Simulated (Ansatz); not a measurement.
# BGeNH (doublet): wave-function methods side by side at a displaced geometry (v1), cc-pVDZ

An exercise on one series of results from a longer session: the logs are not shown, and one member is left open.

Program: Ansatz 0.2.0, Gaussian basis. Level of theory: cc-pVDZ, core rule «outside noble gas», up to 16 orbitals frozen. These are calculated values, not measurements.

The runs, in order: UHF; CCSD(T) on ROHF; CCSD(T) on UHF; BCCD(T) on ROHF; CISD; CCSDT(Q) on ROHF; CCSDT(Q) on UHF; CASSCF and MRCISD+Q, 9 electrons in 9 orbitals; CASSCF and NEVPT2, 9 electrons in 9 orbitals.

21 further runs of the same task are left out: 9 that didn't finish, 12 set aside as unsound or not needed.

### The geometry

The geometry is a PBE0/def2-TZVP stationary point (not a proven minimum) with its atoms shifted at random (size 0.040 Å). No spin-orbit coupling is included. The filled d shell of Ge may be among the frozen orbitals whatever the setting's name suggests; the logs give the count.

4 atoms, charge 0, spin multiplicity 2.

Atoms are counted from 1 here; the program's logs count them from 0.

Bond lengths: Ge1–B2 2.225 Å, Ge1–N3 1.880 Å, B2–N3 1.243 Å, B2–H4 1.186 Å. Angles: B2–Ge1–N3 33.9°, Ge1–B2–N3 57.6°, Ge1–B2–H4 141.0°, N3–B2–H4 161.4°, Ge1–N3–B2 88.4°.

The first run:

in.yaml

```yaml
crystal:
  periodic: [false, false, false]
  atoms:
    - {symbol: Ge, position_ang: [-0.006043, 0.055374, 0.515040]}
    - {symbol: B, position_ang: [-0.006876, 0.431009, -1.677850]}
    - {symbol: N, position_ang: [0.041088, -0.714893, -1.198979]}
    - {symbol: H, position_ang: [-0.061689, 1.320800, -2.460029]}
basis:
  gaussian: {orbitals: cc-pVDZ}
magnetization: {spin_polarized: true, initial_magnetization: 1}
hamiltonian: {xc: hf}
output: {orbitals: {seedname: orbitals}}
```

Launch:

```console
$ ansatz run in.yaml --threads 1 --pin off --events-out ev --progress --plain --max-ram 2393MiB
```

Steps of the session up to this table: UHF; CCSD(T) on ROHF; CCSD(T) on UHF; BCCD(T) on ROHF; CISD; CCSDT(Q) on ROHF; CCSDT(Q) on UHF; CASSCF and MRCISD+Q, 9 electrons in 9 orbitals; CASSCF and NEVPT2, 9 electrons in 9 orbitals.

One table of the session follows, with a row left open; its other results are not shown here.

| method | from UCCSDT(Q) (meV) |
| --- | --- |
| ROHF | +9328.6 |
| UHF | +9210.9 |
| RMP2 | ? |
| UMP2 | +1035.9 |
| RCCSD | +455.7 |
| UCCSD | +450.0 |
| RCCSD(T) | +59.8 |
| UCCSD(T) | +59.2 |
| BCCD(T) | +57.5 |
| RCCSDT | +40.9 |
| UCCSDT | +38.9 |
| RCCSDT(Q) | +5.5 |
| UCCSDT(Q) | 0 |
| CASSCF frontier | +5940.4 |
| MRCISD frontier | +625.2 |
| MRCISD+Q frontier | +106.4 |

Q: Estimate the row for RMP2 from the others.

The run gave: from UCCSDT(Q) (meV): +1007.1. In the column «from UCCSDT(Q) (meV)» it lies between MRCISD frontier (+625.2) and UMP2 (+1035.9).

Not comparable, so not listed: CISD; CASSCF and NEVPT2, 9 electrons in 9 orbitals (they don't share determinant, frozen orbitals or solution with the rows shown, or repeat one).

Caveats from the session: Restricted and unrestricted rows rest on different reference determinants; where their highest levels disagree by more than a few hundredths of an eV, they describe different states and don't form one ladder. Warnings in the runs' records: passed over end.
